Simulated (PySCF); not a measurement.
**Lu(NO3)3: other functionals and bases at one geometry**

One table from this session's results is given with a row withheld; the runs are named, their logs left out.

Computed with PySCF 2.14.0. Level: several levels, as the steps say, no spin–orbit coupling.

2 further runs of the same task are left out: 1 for a known fault of the program, 1 that didn't finish.

**The system as given**

13 atoms, charge 0, spin multiplicity 1.

Bond lengths: Lu1–O2 2.260 Å, Lu1–O3 2.260 Å, Lu1–N4 2.698 Å, Lu1–O6 2.260 Å, Lu1–O7 2.260 Å, Lu1–N8 2.698 Å, Lu1–O10 2.260 Å, Lu1–O11 2.260 Å, Lu1–N12 2.698 Å, O2–N4 1.294 Å, O3–N4 1.294 Å, N4–O5 1.186 Å, O6–N8 1.294 Å, O7–N8 1.294 Å, N8–O9 1.186 Å, O10–N12 1.294 Å, O11–N12 1.294 Å, N12–O13 1.186 Å. Angles: O2–Lu1–O3 57.1°, O2–Lu1–N4 28.6°, O2–Lu1–O6 100.1°, O2–Lu1–O7 115.6°, O2–Lu1–N8 110.2°, O2–Lu1–O10 100.1°, O2–Lu1–O11 139.6°, O2–Lu1–N12 122.2°, O3–Lu1–N4 28.6°, O3–Lu1–O6 139.6°, O3–Lu1–O7 100.1°, O3–Lu1–N8 122.2°, O3–Lu1–O10 115.6°, O3–Lu1–O11 100.1°, O3–Lu1–N12 110.2°, N4–Lu1–O6 122.2°, N4–Lu1–O7 110.2°, N4–Lu1–N8 120.0° and more.

Geometry (Å):

```mol
LuN3O9
  3D, bonds by distance, orders not assigned

 13 18  0  0  0  0  0  0  0  0999 V2000
    0.0000   -0.0000    0.0000 Lu  0  0
    1.9853    0.2440    1.0525 O   0  0
    1.9853   -0.2440   -1.0525 O   0  0
    2.6977   -0.0000    0.0000 N   0  0
    3.8841   -0.0000    0.0000 O   0  0
   -1.2040    1.5973    1.0525 O   0  0
   -0.7813    1.8413   -1.0525 O   0  0
   -1.3488    2.3363   -0.0000 N   0  0
   -1.9420    3.3637   -0.0000 O   0  0
   -0.7813   -1.8413    1.0525 O   0  0
   -1.2040   -1.5973   -1.0525 O   0  0
   -1.3489   -2.3363   -0.0000 N   0  0
   -1.9421   -3.3637   -0.0000 O   0  0
  1  2  8  0
  1  3  8  0
  1  4  8  0
  1  6  8  0
  1  7  8  0
  1  8  8  0
  1 10  8  0
  1 11  8  0
  1 12  8  0
  2  4  8  0
  3  4  8  0
  4  5  8  0
  6  8  8  0
  7  8  8  0
  8  9  8  0
 10 12  8  0
 11 12  8  0
 12 13  8  0
M  END
```

Formal oxidation states: Lu +3. Each metal's 14 4f electrons lie in its core potential, so multiplicities, spins and levels count the valence alone. An earlier session relaxed this geometry at r2SCAN, Lu lcecp-1-SVP with ECP60, O def2-SVP, N def2-SVP (singlet, point group D3).

At r2SCAN on the finer grid: E = -880.168379 Eh, HOMO -8.23 eV, LUMO -3.90 eV, Mulliken charge on Lu1 +1.25 e, largest force component 0.072 eV/Å. 

Levels to run: BP86; TPSSh; B3LYP; HF; r2SCAN, TZVP. Hardware: 4 threads of Arm Neoverse V2, shared host.

The first run:

run.py (the lines that set the calculation)

```python
mol = gto.M(atom='''
Lu     0.00000     0.00000     0.00000
O      1.98529     0.24402     1.05248
O      1.98529    -0.24404    -1.05248
N      2.69769    -0.00001     0.00000
O      3.88408    -0.00002     0.00000
O     -1.20398     1.59730     1.05248
O     -0.78130     1.84134    -1.05248
N     -1.34883     2.33627     0.00000
O     -1.94202     3.36372     0.00000
O     -0.78132    -1.84133     1.05248
O     -1.20399    -1.59729    -1.05248
N     -1.34886    -2.33626     0.00000
O     -1.94206    -3.36370     0.00000''',
    basis={'Lu': 'lcecp-1-SVP', 'O': 'def2-SVP', 'N': 'def2-SVP'},
    ecp={'Lu': 'lcecp-1-SVP'},
    charge=0, spin=0)
mf = dft.RKS(mol, xc='B88,P86')
mf.grids.atom_grid = (75, 302)  # f atoms: unpruned, at least (60, 302)
mf = mf.density_fit()  # fitting sets: Lu AutoAux, O def2-universal-JKFIT, N def2-universal-JKFIT
mf.conv_tol = 1e-08; mf.max_cycle = 55
mf.kernel(dm0)  # dm0: the density of the relaxed state
```

Run with:

```console
OMP_NUM_THREADS=4 python run.py
```

Steps of the session up to this table: BP86; TPSSh; B3LYP; HF; r2SCAN, TZVP.

One table of the session follows, with a row left open; its other results are not shown here.

| level | HOMO (eV) | gap (eV) | charge on Lu1 (e) | largest force component (eV/Å) |
| --- | --- | --- | --- | --- |
| r2SCAN (relaxed here) | -8.23 | 4.33 | 1.25 | 0.07 |
| BP86 | -7.79 | 3.83 | 1.07 | 1.20 |
| TPSSh | -8.63 | 5.16 | 1.24 | 0.27 |
| B3LYP | ? | ? | ? | ? |
| HF | -14.59 | 15.62 | 1.77 | 4.14 |
| r2SCAN, TZVP | -8.19 | 4.38 | 1.52 | 0.20 |

Q: Estimate the row for B3LYP from the others.

**Answer.** HOMO (eV): -9.30; gap (eV): 6.06; charge on Lu1 (e): 1.19; largest force component (eV/Å): 0.15. In the column «HOMO (eV)» it lies between HF (-14.59) and TPSSh (-8.63).

In one basis the HOMO–LUMO gap runs from 3.83 eV (BP86) to 15.62 eV (HF). The largest leftover force, 4.14 eV/Å with HF, stands at a geometry relaxed at another level. With 4f in the core, its levels are missing from HOMO and gap, and its count is fixed, so no charge can pass from the ligands into it. Total energies of different levels can't be compared.
